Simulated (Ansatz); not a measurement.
**ClFGeH₄OSi: one species, many methods**

The task here is to estimate one member of a computed series from the others.

The runs use Ansatz 0.2.0, Gaussian basis; functionals in def2-TZVPP, the program's frozen cores in correlated methods.

Levels to be run: PBE-D4, r2SCAN-D4, PBE0-D4, B3LYP-D4, ωB97X-V, ωB97M-V, B2PLYP; CCSD(T)/def2-TZVPP; MP2/def2-QZVPP; extrapolation to the limit.

## Structure used throughout

An earlier PBE0-D4 in a triple-zeta def2 set relaxation fixed the geometry.

SMILES `F[SiH2][O][GeH2][Cl]`, 9 atoms, charge 0, spin multiplicity 1.

Atoms are counted from 1 here; the program's logs count them from 0.

Bond lengths: F1–Si2 1.597 Å, Si2–O3 1.623 Å, Si2–H6 1.477 Å, Si2–H7 1.479 Å, O3–Ge4 1.763 Å, Ge4–Cl5 2.146 Å, Ge4–H8 1.529 Å, Ge4–H9 1.528 Å. Angles: F1–Si2–O3 109.6°, F1–Si2–H6 107.9°, F1–Si2–H7 106.9°, O3–Si2–H6 107.7°, O3–Si2–H7 111.5°, H6–Si2–H7 113.1°, Si2–O3–Ge4 137.7°, O3–Ge4–Cl5 107.7°, O3–Ge4–H8 109.1°, O3–Ge4–H9 106.7°, Cl5–Ge4–H8 108.1°, Cl5–Ge4–H9 108.6°, H8–Ge4–H9 116.3°.

Set-up of the first run:

in.yaml reads:

```yaml
crystal:
  periodic: [false, false, false]
  atoms:
    - {symbol: F, position_ang: [-1.920727, 1.225275, 0.372356]}
    - {symbol: Si, position_ang: [-0.435957, 1.151470, 0.955411]}
    - {symbol: O, position_ang: [0.199988, -0.308902, 0.645088]}
    - {symbol: Ge, position_ang: [0.497346, -1.329832, -0.761584]}
    - {symbol: Cl, position_ang: [1.006067, -0.046404, -2.405197]}
    - {symbol: H, position_ang: [-0.516886, 1.303087, 2.422452]}
    - {symbol: H, position_ang: [0.337296, 2.229281, 0.302400]}
    - {symbol: H, position_ang: [-0.789261, -2.074422, -1.120550]}
    - {symbol: H, position_ang: [1.710535, -2.195850, -0.427376]}
basis:
  gaussian: {orbitals: def2-TZVPP}
hamiltonian: {xc: pbe, dispersion: d4}
output: {forces: true, orbitals: {seedname: orbitals}}
```

Launch:

```bash
> ansatz run in.yaml --threads 4 --pin off --events-out ev --progress --plain --max-ram 10444MiB
```

Steps of the session up to this table: PBE-D4 (GGA); r2SCAN-D4 (meta-GGA); PBE0-D4 (hybrid); B3LYP-D4 (hybrid); ωB97X-V (range-separated); ωB97M-V (range-separated); B2PLYP (double hybrid); CCSD(T) in def2-TZVPP; MP2 in def2-QZVPP.

One of the session's tables, all rows but one given; the rest of the session is left out.

| method | atomisation energy (eV) |
| --- | --- |
| PBE-D4 | 31.519 |
| r2SCAN-D4 | 31.677 |
| PBE0-D4 | 31.061 |
| B3LYP-D4 | 31.279 |
| ωB97X-V | 31.844 |
| ωB97M-V | 31.593 |
| B2PLYP | 31.180 |
| HF/def2-TZVPP | 23.338 |
| MP2/def2-TZVPP | 31.716 |
| CCSD/def2-TZVPP | 30.555 |
| CCSD(T)/def2-TZVPP | 31.009 |
| MP2/CBS | ? |
| CCSD(T)/CBS | 31.866 |

Q: Estimate the row for MP2/CBS from the others.

The run gave: atomisation energy (eV): 32.573. In the column «atomisation energy (eV)» it is the highest.
